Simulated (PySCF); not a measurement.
Crystal: FMgH, in a box.

```
F Mg H
1.0
    12.00000    0.00000    0.00000
     0.00000   11.00000    0.00000
     0.00000    0.00000   11.00000
F Mg H
1 1 1
Cartesian
  4.6471 6.3295 4.8678
  6.0402 5.5049 5.5472
  7.3789 4.7125 6.2002
```

Base run:

| Property | Result |
| --- | --- |
| Program | PySCF 2.14.0 |
| Functional | HSE06 |
| Dispersion | D3(BJ) |
| Potentials or basis | pob-tzvp-rev2 (all-electron) |
| k mesh | 1 × 1 × 1 |
| Occupations | fixed |
| Spin | no spin polarisation |

Its results: gap between the frontier levels 8.17 eV.

Question: The run is repeated on the same cell with these changes: functional from HSE06 to X3LYP. What comes out?

Answer: Gap between the frontier levels 8.48 eV.

Caveats: this is a molecule in a periodic box at the Γ point, so its band gap is the HOMO-LUMO gap; the basis of atomic orbitals isn't converged, which shifts pressures, moduli and gaps; this basis is made for solids and lacks diffuse functions, so gaps of a molecule come out too wide by an eV or more; this program's HSE differs a little from the usual definition (some runs).

A k mesh can miss the band edges.

Not every run made on this cell is shown here.
